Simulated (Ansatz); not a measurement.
# C2H6AlNOSi: the cost of one run

Method: functionals in def2-TZVPP, the program's frozen cores in correlated methods; program: Ansatz 0.2.0, Gaussian basis.

Plan: PBE-D4, r2SCAN-D4, PBE0-D4, B3LYP-D4, ωB97X-V, ωB97M-V, B2PLYP; CCSD(T)/def2-TZVPP; MP2/def2-QZVPP; extrapolation to the limit.

## (1) Structure used throughout

An earlier PBE0-D4 in a triple-zeta def2 set relaxation fixed the geometry.

SMILES `O=[CH][Al]1[NH][CH]1[SiH3]`, 12 atoms, charge 0, spin multiplicity 1.

Atoms are counted from 1 here; the program's logs count them from 0.

Bond lengths: O1–C2 1.207 Å, C2–Al3 2.017 Å, C2–H7 1.115 Å, Al3–N4 1.718 Å, Al3–C5 1.927 Å, N4–C5 1.521 Å, N4–H8 1.005 Å, C5–Si6 1.854 Å, C5–H9 1.095 Å, Si6–H10 1.494 Å, Si6–H11 1.491 Å, Si6–H12 1.495 Å. Angles: O1–C2–Al3 117.0°, O1–C2–H7 119.1°, Al3–C2–H7 123.8°, C2–Al3–N4 145.7°, C2–Al3–C5 164.7°, N4–Al3–C5 48.9°, Al3–N4–C5 72.7°, Al3–N4–H8 167.0°, C5–N4–H8 120.3°, Al3–C5–N4 58.4°, Al3–C5–Si6 120.3°, Al3–C5–H9 119.0°, N4–C5–Si6 116.7°, N4–C5–H9 114.7°, Si6–C5–H9 115.2°, C5–Si6–H10 109.2°, C5–Si6–H11 110.9°, C5–Si6–H12 113.4° and more.

Geometry (Å):

| atom | x (Å) | y (Å) | z (Å) |
| --- | --- | --- | --- |
| O1 | -2.3455 | -2.1269 | 2.1705 |
| C2 | -1.1564 | -1.9296 | 2.1108 |
| Al3 | -0.4743 | -0.9202 | 0.5028 |
| N4 | 0.4922 | -0.9975 | -0.9160 |
| C5 | -0.2293 | 0.3412 | -0.9336 |
| Si6 | 0.8149 | 1.8533 | -0.6846 |
| H7 | -0.4996 | -2.3194 | 2.9237 |
| H8 | 1.1142 | -1.2473 | -1.6643 |
| H9 | -1.0071 | 0.4318 | -1.6985 |
| H10 | 1.5974 | 1.7080 | 0.5797 |
| H11 | -0.0337 | 3.0738 | -0.5741 |
| H12 | 1.8040 | 2.0776 | -1.7825 |

## (2) PBE-D4 (GGA)

The input, in.yaml:

```yaml
crystal:
  periodic: [false, false, false]
  atoms:
    - {symbol: O, position_ang: [-2.345471, -2.126888, 2.170527]}
    - {symbol: C, position_ang: [-1.156370, -1.929585, 2.110840]}
    - {symbol: Al, position_ang: [-0.474260, -0.920165, 0.502767]}
    - {symbol: N, position_ang: [0.492172, -0.997503, -0.916011]}
    - {symbol: C, position_ang: [-0.229286, 0.341169, -0.933639]}
    - {symbol: Si, position_ang: [0.814912, 1.853288, -0.684646]}
    - {symbol: H, position_ang: [-0.499625, -2.319354, 2.923706]}
    - {symbol: H, position_ang: [1.114220, -1.247308, -1.664257]}
    - {symbol: H, position_ang: [-1.007078, 0.431784, -1.698456]}
    - {symbol: H, position_ang: [1.597360, 1.708001, 0.579725]}
    - {symbol: H, position_ang: [-0.033706, 3.073847, -0.574125]}
    - {symbol: H, position_ang: [1.804032, 2.077613, -1.782532]}
basis:
  gaussian: {orbitals: def2-TZVPP}
hamiltonian: {xc: pbe, dispersion: d4}
output: {forces: true, orbitals: {seedname: orbitals}}
```

Started as:

```
$ ansatz run in.yaml --threads 4 --pin off --events-out ev --progress --plain --max-ram 10444MiB
```

What time and memory should one allow on 4 threads of Arm Neoverse V2, shared host?

About 3.3 s, with a peak of 0.43 GiB.
